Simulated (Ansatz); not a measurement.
Runs of Ansatz 0.2.0 on FeAu. It takes space group R-3m (No. 166, trigonal). Conventional cell: a = 2.823 Å, b = 2.823 Å, c = 13.408 Å, α = 90.00°, β = 90.00°, γ = 120.00°. Au (site symmetry -3m) has 6 Fe at 2.77 Å and 6 Au at 2.82 Å as nearest neighbours. Fe (site symmetry -3m) has 6 Au at 2.77 Å and 6 Fe at 2.82 Å as nearest neighbours. The cell comes from a database or a generator and needn't be the stable form of this composition.

```csv
level,cutoff (eV),gap on the mesh (eV),pressure (GPa),moment (μB),relaxed volume (Å³/atom)
revPBE,420,none,0.0,(a),(c)
PBE,420,none,0.0,(b),15.33
BLYP,420,none,0.0,2.89,16.30
r2SCAN,500,none,0.0,3.06,15.13
LDA,420,none,0.0,2.78,14.09
```

Alike in all rows: task relaxation of cell and atoms; potentials or basis Ansatz PAW; spin collinear, ferromagnetic start; cell relaxed; k mesh 11 × 11 × 11; smearing fermi-dirac 0.05 eV.

Question: Estimate the missing entries.

Answer: (a) 2.96; (b) 2.91; (c) 15.67.

Caveats: the plane-wave basis is chosen anew once the cell has moved, so the energies of steps on either side of that aren't comparable; the PAW data sets come from PBE, with cores solved anew for the run's functional, which leaves a small shift of forces and pressure (some runs); the potentials were made for another functional, which shifts forces and pressure (some runs); the magnetic or orbital state may not be the lowest (some runs).

A k mesh can miss the band edges, and the runs leave out spin-orbit coupling on Au.

A gap of «none» marks a metal or a gap under the smearing width.

Not every run made on this cell is shown here.
